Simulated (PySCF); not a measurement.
# CH₁₁PSi₃: magnetic properties

What do calculations give for the magnetic properties of CH₁₁PSi₃ (`[SiH3]C([SiH3])[SiH2]P`)?

Computed with PySCF 2.14.0 and routines of our own; the level stands in each step. Atoms count from 0.

### Step 1. The starting structure

16 atoms, charge 0, multiplicity 1; geometry from: GFN2-xTB.

### Step 2. Magnetic properties: GIAO CAM-B3LYP/pcSseg-1

Job settings and geometry (Å):

```
{"job": {"kind": "mag", "xc": "CAM-B3LYP", "basis": "pcSseg-1", "isotopologues": 2}, "charge": 0, "multiplicity": 1}
Si    -2.082606    -1.004576    -0.041004
C     -0.537018     0.015873     0.392600
Si    -0.574729     1.769554    -0.353581
Si     1.069977    -0.918735    -0.007244
P      2.782248     0.205678     0.910379
H     -2.155705    -1.204582    -1.488260
H     -3.282413    -0.299730     0.417792
H     -2.012937    -2.308934     0.622164
H     -0.547710     0.152491     1.479084
H      0.574321     2.544617     0.123747
H     -0.525694     1.683701    -1.815813
H     -1.806559     2.449411     0.055204
H      1.232029    -1.092833    -1.457998
H      1.085106    -2.256374     0.603332
H      3.036516     0.993808    -0.195099
H      3.737575    -0.720423     0.538527
```

With the program's defaults for keys left out, this is: GIAO CAM-B3LYP/pcSseg-1 magnetisability, rotational g tensor and spin-rotation constants, non-relativistic, gas phase.

The run is started by

```bash
$ OMP_NUM_THREADS=1 python excited_run.py task.json out
```

The driver reads the jobs from task.json and runs them one after another.

Log:

```text
coarse grid: 14408 points
cycle   1  E = -1254.4410687280  dE = -4.312e-02  |g| = 3.228e-01  |ddm| = 3.465e+00
cycle   2  E = -1254.4526545939  dE = -1.159e-02  |g| = 2.681e-01  |ddm| = 5.051e-01
cycle   3  E = -1254.4700401257  dE = -1.739e-02  |g| = 4.998e-02  |ddm| = 2.550e-01
cycle   4  E = -1254.4707173385  dE = -6.772e-04  |g| = 1.634e-02  |ddm| = 7.013e-02
cycle   5  E = -1254.4707887540  dE = -7.142e-05  |g| = 2.633e-03  |ddm| = 2.411e-02
cycle   6  E = -1254.4707903936  dE = -1.640e-06  |g| = 5.202e-04  |ddm| = 4.835e-03
final grid: 118008 points
cycle   7  E = -1254.4961310646  dE = -6.553e-06  |g| = 2.030e-03  |ddm| = 9.094e-03
cycle   8  E = -1254.4961311860  dE = -1.213e-07  |g| = 1.803e-03  |ddm| = 4.160e-03
cycle   9  E = -1254.4961319554  dE = -7.694e-07  |g| = 2.958e-04  |ddm| = 1.746e-03
cycle  10  E = -1254.4961319752  dE = -1.983e-08  |g| = 3.762e-05  |ddm| = 2.909e-04
cycle  11  E = -1254.4961319757  dE = -4.998e-10  |g| = 9.241e-06  |ddm| = 8.586e-05
converged SCF energy = -1254.4961319757

Magnetisability tensor (1e-30 J/T^2)
    -1568.07       -5.90       -8.84
       -5.90    -1560.26       22.21
       -8.84       22.21    -1495.74
isotropic -1541.36   principal values   -1571.44  -1565.09  -1487.54
isotropic susceptibility -92.823 1e-6 cm^3/mol

Inertial axes            a          b          c
rot. const./GHz      2.6038     1.0411     0.7960
chi total           -94.488    -94.205    -89.775
chi diamagnetic    -620.779  -1266.970  -1622.198
chi paramagnetic    526.291   1172.766   1532.422
quadrupole/D A       -1.058      1.040      0.018
g nuclear            0.6128     0.5605     0.5616
g electronic        -0.6438    -0.5736    -0.5731
g total             -0.0310    -0.0131    -0.0115

Spin-rotation constants (kHz, H = +C I.J)
atom  isotope        aa         bb         cc
  4    31P        2.286      0.802      0.797
  5     1H       -0.224     -0.101      0.025
  6     1H       -0.065     -0.066     -0.046
  7     1H       -0.239      0.027     -0.064
  8     1H       -0.298     -0.125     -0.015
  9     1H        0.014     -0.068     -0.071
 10     1H       -0.244     -0.097      0.028
 11     1H       -0.049     -0.067     -0.052
 12     1H       -0.239     -0.095      0.036
 13     1H       -0.234      0.033     -0.066
 14     1H       -0.283     -0.063     -0.036
 15     1H       -0.155     -0.068     -0.074
  0   29Si*      -1.345     -0.579     -0.476
  1    13C*       0.259      0.128      0.044
  3   29Si*      -1.425     -0.636     -0.486
* in the singly substituted isotopologue

Isotopologues: g along a, b, c
2H    at 5,6,7,8,9,10,1    -0.0255    -0.0117    -0.0102
30Si  at 0                 -0.0307    -0.0129    -0.0112
```

Run time: 32 s. Hardware: 1 thread of Arm Neoverse V2, shared host; peak memory 0.91 GiB.

Key values:

| quantity | value |
| --- | --- |
| magnetisability | -1541·10⁻³⁰ J/T² |
| molar susceptibility | -92.8·10⁻⁶ cm³/mol |
| rotational g (a, b, c) | -0.0310, -0.0131, -0.0115 |

### Step 3. Magnetic properties: GIAO BHandHLYP/3-21G

The job, as its differences from that of step 2:

```diff
@@ -1,2 +1,2 @@
-{"job": {"kind": "mag", "xc": "CAM-B3LYP", "basis": "pcSseg-1", "isotopologues": 2}, "charge": 0, "multiplicity": 1}
+{"job": {"kind": "mag", "xc": "BHandHLYP", "basis": "3-21G", "scf": {"max_cycle": 1}}, "charge": 0, "multiplicity": 1}
 Si    -2.082606    -1.004576    -0.041004
```

Level: GIAO BHandHLYP/3-21G magnetisability, rotational g tensor and spin-rotation constants, non-relativistic, gas phase.

Log:

```text
final grid: 118008 points
cycle   1  E = -1247.8757824009  dE = -7.382e-01  |g| = 2.600e-01  |ddm| = 3.331e+00
SCF not converged, last energy = -1247.8757824009
```

Run time: 1.2 s. Hardware: 1 thread of Arm Neoverse V2, shared host; peak memory 0.51 GiB.

Why it failed: The cap of 1 cycle ended the SCF at a gradient of 2.6e-01. The remedy is to raise the cap. Numbers printed on the way are no properties of the molecule.

### Step 4. Outcome

| quantity | value |
| --- | --- |
| magnetisability (step 2, GIAO CAM-B3LYP/pcSseg-1) | -1541·10⁻³⁰ J/T² |
| molar susceptibility (step 2, GIAO CAM-B3LYP/pcSseg-1) | -92.8·10⁻⁶ cm³/mol |
| rotational g (a, b, c) (step 2, GIAO CAM-B3LYP/pcSseg-1) | -0.0310, -0.0131, -0.0115 |
| runs | 1 failed, 0 ended on unsound input |

The values above hold for this geometry and these levels alone. Vibrational averaging and real surroundings are missing from these values.
